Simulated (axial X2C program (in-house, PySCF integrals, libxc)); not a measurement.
# SrSc: properties at the nuclei

Wanted for SrSc: properties at the nuclei, at the two-component level.

Program: an in-house X2C program for linear molecules on PySCF integrals. Level of theory: two-component X2C with atomic mean-field terms, Sr dyall-cv3z, Sc dyall-cv3z. These are calculated values, not measurements.

**1. Set-up**

task.json

```json
{
 "zs": [
  38,
  21
 ],
 "q": 0,
 "bas": [
  "dyall-cv3z",
  "dyall-cv3z"
 ],
 "r0": 3.33,
 "levels": [
  "PBE0",
  "HF",
  "PBE",
  "BHandHLYP",
  "r2SCAN"
 ],
 "nst": 3
}
```

Keys: zs atomic numbers; q charge; bas basis sets; r0 starting distance in Å; levels methods (HF also brings MP2); nst determinants followed.

On the command line:

```sh
> python soeom.py task.json out
```

Nuclei are Gaussian, cores are contracted, and the Gaunt term is on.

**2. Expectation values, lowest determinant**

R = 3.172 Å. State: Ω = 1/2 (excess of +ω over −ω: 2 × ω = -1/2, ω = 3/2).

Output of the PBE0 run:

```text
two-component X2C + atomic mean field  PBE0
basis functions 264  fitting functions 1369  grid points 5807
iter        total energy     max residual
   1      -3941.653613410     5.22e-05
   2      -3941.653613418     3.11e-05
   3      -3941.653613426     2.32e-05
   4      -3941.653613428     2.05e-05
   5      -3941.653613431     5.58e-06
converged
one-electron -5706.99927314  Coulomb 1778.39467900  exact exchange -35.57000147  xc functional -109.11292864  nuclear repulsion 133.12844083  atomic mean-field constant -1.49453001
```

The highest occupied spinor is 28% Sr p, 26% Sc p, 25% Sr s.

```
    level  Eeff magnitude (GV/cm)  Ws magnitude Sr (kHz)  A∥/gI Sr (MHz)  qzz Sr (a.u.)  A∥/gI Sc (MHz)  qzz Sc (a.u.)  μ (D)
     PBE0                    2.02                    2.2           -1480          -0.39            -548          -0.52  -1.15
       HF                    2.74                   3.08           -1300          -0.58            -329          -0.53  -1.11
      PBE                    1.68                   1.85           -1550          -0.38            -543          -0.56  -1.06
BHandHLYP                    2.29                   2.45           -1500          -0.39            -614          -0.50  -1.26
   r2SCAN                    2.33                   2.54           -1460          -0.39            -416          -0.53  -1.26
```

Eeff is the effective electric field on the electron dipole moment in this Ω state and Ws the scalar–pseudoscalar constant (defined with the proton number Z and per Ω); A∥ is the parallel hyperfine constant, which follows by multiplying with the nuclear g factor gI = μI/(I μN); qzz is the electric field gradient, eQq0 = 234.96 MHz × Q/barn × qzz; μ is positive if Sc is the positive end. The operators were transformed with the bare-nucleus X2C matrices.

**3. Expectation values, a higher determinant**

R = 3.172 Å. State: Ω = 3/2 (excess of +ω over −ω: ω = 3/2), 0.03 eV above the lowest in the PBE0 search for states (made at or near this distance, with looser thresholds).

Output of the PBE0 run:

```text
two-component X2C + atomic mean field  PBE0
basis functions 264  fitting functions 1369  grid points 5807
iter        total energy     max residual
   1      -3941.652425192     4.82e-05
   2      -3941.652425209     1.65e-05
   3      -3941.652425220     3.87e-05
   4      -3941.652425222     2.93e-05
   5      -3941.652425223     6.86e-06
converged
one-electron -5707.35445818  Coulomb 1778.75440925  exact exchange -35.56770891  xc functional -109.11857821  nuclear repulsion 133.12844083  atomic mean-field constant -1.49453001
```

The highest occupied spinor is 29% Sr s, 26% Sc p, 26% Sr p.

```
    level  Eeff magnitude (GV/cm)  Ws magnitude Sr (kHz)  A∥/gI Sr (MHz)  qzz Sr (a.u.)  A∥/gI Sc (MHz)  qzz Sc (a.u.)  μ (D)
     PBE0                    1.31                  0.434             375          -0.26             203          -0.52  -0.71
       HF                    3.18                  0.767             680          -1.05            4.83          -0.45  -0.37
      PBE                    1.08                  0.359             391          -0.30             202          -0.60  -0.90
BHandHLYP                    1.57                  0.511             413          -0.29             233          -0.46  -0.51
   r2SCAN                    1.31                  0.431             407          -0.33             248          -0.55  -0.92
```

**4. Expectation values, a higher determinant**

R = 3.172 Å. State: Ω = 1/2 (excess of +ω over −ω: ω = 1/2), 0.35 eV above the lowest in the PBE0 search for states (made at or near this distance, with looser thresholds).

Output of the PBE0 run:

```text
two-component X2C + atomic mean field  PBE0
basis functions 264  fitting functions 1369  grid points 5807
iter        total energy     max residual
   1      -3941.640714610     5.13e-05
   2      -3941.640714625     3.12e-05
   3      -3941.640714660     3.07e-05
   4      -3941.640714672     2.36e-05
   5      -3941.640714682     1.26e-05
   6      -3941.640714688     1.05e-05
   7      -3941.640714690     5.27e-06
converged
one-electron -5706.71261773  Coulomb 1778.09899138  exact exchange -35.56560159  xc functional -109.09539757  nuclear repulsion 133.12844083  atomic mean-field constant -1.49453001
```

The highest occupied spinor is 24% Sr p, 22% Sc p, 17% Sr s.

```
    level  Eeff magnitude (GV/cm)  Ws magnitude Sr (kHz)  A∥/gI Sr (MHz)  qzz Sr (a.u.)  A∥/gI Sc (MHz)  qzz Sc (a.u.)  μ (D)
     PBE0                    2.27                   2.35            1450          -0.59             517          -0.81  -1.75
       HF                    2.78                   3.08            1390          -0.68             492          -0.82  -1.41
      PBE                    1.72                   1.73            1130          -0.56             381          -0.81  -1.62
BHandHLYP                    2.34                   2.47            1740          -0.53             616          -0.73  -1.44
   r2SCAN                     2.4                   2.55            1580          -0.58             470          -0.84  -2.12
```

**5. Outcome**

| quantity | value |
| --- | --- |
| lowest determinant | Ω = 1/2 (excess of +ω over −ω: 2 × ω = -1/2, ω = 3/2) |
| Eeff magnitude (GV/cm), PBE0 | 2.02 |
| Ws magnitude Sr (kHz), PBE0 | 2.2 |
| A∥/gI Sr (MHz), PBE0 | -1480 |
| qzz Sr (a.u.), PBE0 | -0.39 |
| higher determinant | Ω = 3/2 (excess of +ω over −ω: ω = 3/2) |
| Eeff magnitude (GV/cm), PBE0, higher determinant | 1.31 |
| Ws magnitude Sr (kHz), PBE0, higher determinant | 0.434 |
| A∥/gI Sr (MHz), PBE0, higher determinant | 375 |
| qzz Sr (a.u.), PBE0, higher determinant | -0.26 |
| higher determinant | Ω = 1/2 (excess of +ω over −ω: ω = 1/2) |
| Eeff magnitude (GV/cm), PBE0, higher determinant | 2.27 |
| Ws magnitude Sr (kHz), PBE0, higher determinant | 2.35 |
| A∥/gI Sr (MHz), PBE0, higher determinant | 1450 |
| qzz Sr (a.u.), PBE0, higher determinant | -0.59 |

What this shows: In the first state, the effective field runs from 1.68 to 2.74 GV/cm over the mean-field levels. The expectation values come from single determinants, which for open shells can mix terms of unlike spin or miss the lowest Ω, so a determinant need not be a state. Eeff is the effective electric field on the electron dipole moment in this Ω state and Ws the scalar–pseudoscalar constant (defined with the proton number Z and per Ω); A∥ is the parallel hyperfine constant, which follows by multiplying with the nuclear g factor gI = μI/(I μN); qzz is the electric field gradient, eQq0 = 234.96 MHz × Q/barn × qzz; μ is positive if Sc is the positive end. The operators were transformed with the bare-nucleus X2C matrices. A second determinant lies within 0.1 eV of the first, so their order is not settled at this level.
